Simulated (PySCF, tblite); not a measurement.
**C4H6BrN3: geometry, infrared bands and NMR shifts**

Wanted: the infrared bands and NMR shifts of C4H6BrN3 (`Cc1c(Br)nnn1C`), by calculation.

Programs: tblite 0.8.0 and PySCF 2.14.0, with density-fitted response routines of our own. Each step states its level of theory. These are calculated values for one molecule in the gas phase, unless marked as measured. Atoms are numbered from 0 throughout.

### Step 1. The molecule as given

14 atoms, charge 0, multiplicity 1; geometry from: force field or distance geometry start.

Bonds of the start (Å): C0–C1 1.47, C1–C2 1.39, C2–Br3 1.87, C2–N4 1.37, N4–N5 1.33, N5–N6 1.35, N6–C7 1.44, N6–C1 1.37, C0–H8 1.10, C0–H9 1.10, C0–H10 1.08, C7–H11 1.09, C7–H12 1.10, C7–H13 1.10.

### Step 2. Relaxing the molecule with GFN2-xTB

The job: settings as JSON, then the geometry in Å.

```
{"job": {"kind": "relax", "xc": "GFN2-xTB", "basis": "xTB"}, "charge": 0, "multiplicity": 1}
C      0.539000     1.493300     0.420900
C      0.609000     0.099400    -0.050500
C      1.677300    -0.712700    -0.415100
Br     3.488400    -0.235100    -0.470900
N      1.209900    -1.946200    -0.768300
N     -0.112200    -1.949400    -0.636600
N     -0.467700    -0.731800    -0.187500
C     -1.853000    -0.450200     0.067500
H     -0.235600     2.040700    -0.128800
H      0.280200     1.531500     1.492300
H      1.473200     2.024700     0.275300
H     -1.948500     0.254700     0.888300
H     -2.375400    -1.381200     0.344000
H     -2.285300    -0.038100    -0.852800
```

On the command line:

```bash
> OMP_NUM_THREADS=1 python probes_run.py task.json out
```

This one command runs all jobs of the session in turn.

**Question.** This job is followed by: GFN2-xTB harmonic vibrations, gas phase; GIAO PBE0/pcSseg-1 NMR shielding, non-relativistic, gas phase. What will the session give for the following? strongest single infrared mode (GFN2-xTB); zero-point energy (GFN2-xTB); 13C shifts against TMS (PBE0/pcSseg-1); 1H shifts against TMS (PBE0/pcSseg-1, means over atoms taken as alike); 79Br shifts against HBr (PBE0/pcSseg-1); 15N shifts against NH3 (PBE0/pcSseg-1); surface potential, 1st and 99th percentile.

As calculated:

| quantity | value |
| --- | --- |
| strongest single infrared mode (GFN2-xTB) | 1363 cm⁻¹, 93 km/mol |
| zero-point energy (GFN2-xTB) | 64.1 kcal/mol |
| 13C shifts against TMS (PBE0/pcSseg-1) | 142.1, 138.7, 35.6, 10.1 ppm |
| 1H shifts against TMS (PBE0/pcSseg-1, means over atoms taken as alike) | 4.03, 2.44 ppm |
| 79Br shifts against HBr (PBE0/pcSseg-1) | 396 ppm |
| 15N shifts against NH3 (PBE0/pcSseg-1) | 399.4, 383.4, 260.3 ppm |
| surface potential, 1st and 99th percentile | -1.97 V and 1.46 V |

What this shows: The optimisation took 57 steps and gained 0.150 eV; among the close pairs (by a distance rule), N4–N5 changed most, from 1.329 to 1.277 Å. All 36 modes are real, so the xTB geometry is a minimum. The strongest single mode, at 1363 cm⁻¹, is spread over several atoms, N5, N4, C2 among them. GFN2-xTB is a fitted tight-binding method: band positions and strengths are rough. Its intensities can rank the bands wrongly. C2 stands next to heavy halogen, whose spin-orbit shielding this run leaves out, so the computed shift lies too far downfield, most of all for carbon beside Br or I. The most deshielded hydrogen is H11, H12, H13 (mean) (hydrogen on a methyl carbon bonded to N), at 4.03 ppm: its carbon carries N, an electronegative neighbour. At PBE0/pcSseg-1: The widest tensor belongs to Br3: span 1217 ppm, with a paramagnetic part of -896 ppm. NICS(1)zz of -30 ppm above the planar ring from C1 marks a diatropic (aromatic) ring current. Spin-orbit coupling is left out, which matters for shieldings and couplings at and beside the heavy atoms.
